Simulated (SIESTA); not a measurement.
Runs of SIESTA 5.4.2 on Ni. The cell holds a slab with vacuum, 6 atoms: a = 2.500 Å, b = 2.500 Å, c = 25.207 Å, α = 90.00°, β = 90.00°, γ = 120.00°. The slab is cut from a database's or a generator's crystal, which needn't be the stable form of the element.

| level | potentials or basis | gap on the mesh (eV) | moment (μB) | largest force (eV/Å) |
| --- | --- | --- | --- | --- |
| RPBE | PseudoDojo 0.4 standard (PBE files), DZP (energy shift 0.003 Ry; two zetas on semicore shells) | none | 4.32 | 0.13 |
| PBEsol | PseudoDojo 0.4 standard (PBEsol files), DZP (energy shift 0.003 Ry; two zetas on semicore shells) | none | 4.32 | 0.61 |
| PW91 | PseudoDojo 0.4 standard (PBE files), DZP (energy shift 0.003 Ry; two zetas on semicore shells) | none | 4.32 | 0.30 |
| BLYP | PseudoDojo 0.4 standard (PBE files), DZP (energy shift 0.003 Ry; two zetas on semicore shells) | none | 4.31 | (b) |
| revPBE | PseudoDojo 0.4 standard (PBE files), DZP (energy shift 0.003 Ry; two zetas on semicore shells) | none | 4.32 | 0.13 |
| LDA | PseudoDojo 0.4 standard (LDA files), DZP (energy shift 0.003 Ry; two zetas on semicore shells) | none | 4.31 | 0.83 |
| WC | PseudoDojo 0.4 standard (PBEsol files), DZP (energy shift 0.003 Ry; two zetas on semicore shells) | none | 4.32 | (a) |
| PBE | PseudoDojo 0.4 standard (PBE files), DZP (energy shift 0.003 Ry; two zetas on semicore shells) | none | 4.32 | 0.29 |

Alike in all rows: task band structure; spin collinear, ferromagnetic start; cell as given; k mesh 8 × 8 × 1; smearing fermi-dirac 0.05 eV; grid cutoff 800 Ry; energy shift 0.003 Ry; the mesh is coarse, so values aren't converged.

Task: Estimate the missing entries.

Result: (a) 0.58; (b) 0.14.

Caveats: all runs use coarse meshes; the basis of atomic orbitals isn't converged, which shifts pressures, moduli and gaps; the potentials were made for another functional, which shifts forces and pressure (some runs).

A gap of «none» marks a metal or a gap under the smearing width.
